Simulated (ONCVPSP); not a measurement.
# An ONCV potential for Si, from input to tests

Do these settings give a usable potential? It is generated, then checked for transferability, scattering, ghosts and hardness.

Program: ONCVPSP 4.0.1.1 (patched build). Reference atom: PBEsol, scalar-relativistic, spherical and spin-unpolarised. All values are calculated.

**1. Settings**

The settings as typed:

| Item | Value |
| --- | --- |
| element | silicon (Si, Z = 14) |
| type | optimised norm-conserving Vanderbilt (ONCV) |
| frozen core | [Ne] |
| valence charge | 4 |
| reference configuration | 3s2 3p2 |
| partial waves | 3s: rc 1.25 bohr, ncon 3, nbas 6, qcut 4.6 1/bohr, 1 projector; 3p: rc 1.85 bohr, ncon 5, nbas 9, qcut 3.8 1/bohr, 3 projectors, debl 1.2 Ha; d scattering state at 0.17 Ha: rc 1.70 bohr, ncon 4, nbas 7, qcut 5.6 1/bohr, 1 projector |
| local potential | polynomial inside 1.05 bohr (lpopt 5, dvloc0 4 Ha) |
| core correction | not asked for |

The outer shells as boxes (Hund's rule for the drawing; the calculation is spin-unpolarised):

```
[Ne] core
3s [↑↓]
3p [↑ ][↑ ][  ]
```

An earlier all-electron run gives the scale for the radii.

All-electron outer shells of the reference configuration (PBEsol, scalar-relativistic, ld1.x):

```tsv
shell	level (eV)	outermost node (bohr)	outermost maximum (bohr)
2s	-139.13	0.15	0.45
2p	-95.42	–	0.39
3s	-10.77	0.72	1.80
3p	-4.06	0.72	2.17
```

**2. Generation**

File Si.dat:

```
# ATOM AND REFERENCE CONFIGURATION
# atsym  z   nc   nv     iexc    psfile
  Si 14.00    3    2  -116133      upf
#
#   n    l    f
    1    0    2.00
    2    0    2.00
    2    1    6.00
    3    0    2.00
    3    1    2.00
#
# PSEUDOPOTENTIAL AND OPTIMIZATION
# lmax
    2
#
#   l,   rc,      ep,       ncon, nbas, qcut
    0    1.25    0.00    3    6    4.60
    1    1.85    0.00    5    9    3.80
    2    1.70    0.17    4    7    5.60
#
# LOCAL POTENTIAL
# lloc, lpopt,  rc(5),   dvloc0
    4    5    1.05    4.00
#
# VANDERBILT-KLEINMAN-BYLANDER PROJECTORs
# l, nproj, debl
    0    1    1.00
    1    3    1.20
    2    1    3.20
#
# MODEL CORE CHARGE
# icmod, fcfact, rcfact
    0    0.00    0.00
#
# LOG DERIVATIVE ANALYSIS
# epsh1, epsh2, depsh
   -2.00    5.00    0.02
#
# OUTPUT GRID
# rlmax, drl
    6.00    0.01
#
# TEST CONFIGURATIONS
# ncnf
    4
# nvcnf
#   n    l    f
    2
    3    0    2.00
    3    1    1.00
#
    2
    3    0    2.00
    3    1    0.00
#
    2
    3    0    1.00
    3    1    0.00
#
    2
    3    0    0.00
    3    1    4.00
#
```

Command:

```console
$ oncvpsp.x < Si.dat > Si.out
```

**Question.** What will these runs give? Wanted: cutoffs for 1 and 0.1 mHa per electron, occupied waves; bound ghosts; GHOST(+) flags; largest test error; largest phase difference near zero energy, channels read.

**Answer**, as computed:

| quantity | value |
| --- | --- |
| cutoffs for 1 and 0.1 mHa per electron, occupied waves | 38 Ha and 68 Ha |
| bound ghosts | p at -56.00 eV |
| GHOST(+) flags | p at 1276 eV, p at 1854 eV |
| largest test error (AE − PS) | +96 meV, for 3s1 3p0 |
| largest phase difference near zero energy, channels read | 0.086 rad |

**Reading.** It has a bound ghost (p), a state that the atom doesn't have, and that rules the file out. The worst unpolarised test, 3s1 3p0, is off by 96 meV on 57.6 eV; by total energies transferability rates as fair. That test lies far up in energy; among those under 40 eV, nearer to bonding, the largest error is 21 meV. The potential is hard: the looser tolerance needs 38 Ha. At the looser tolerance the 3s wave is the slowest; 3p needs 3 Ha. Of the channels read, s scatters worst near zero energy, by up to 0.09 rad. The program also flags highly localised states, GHOST(+) (p).
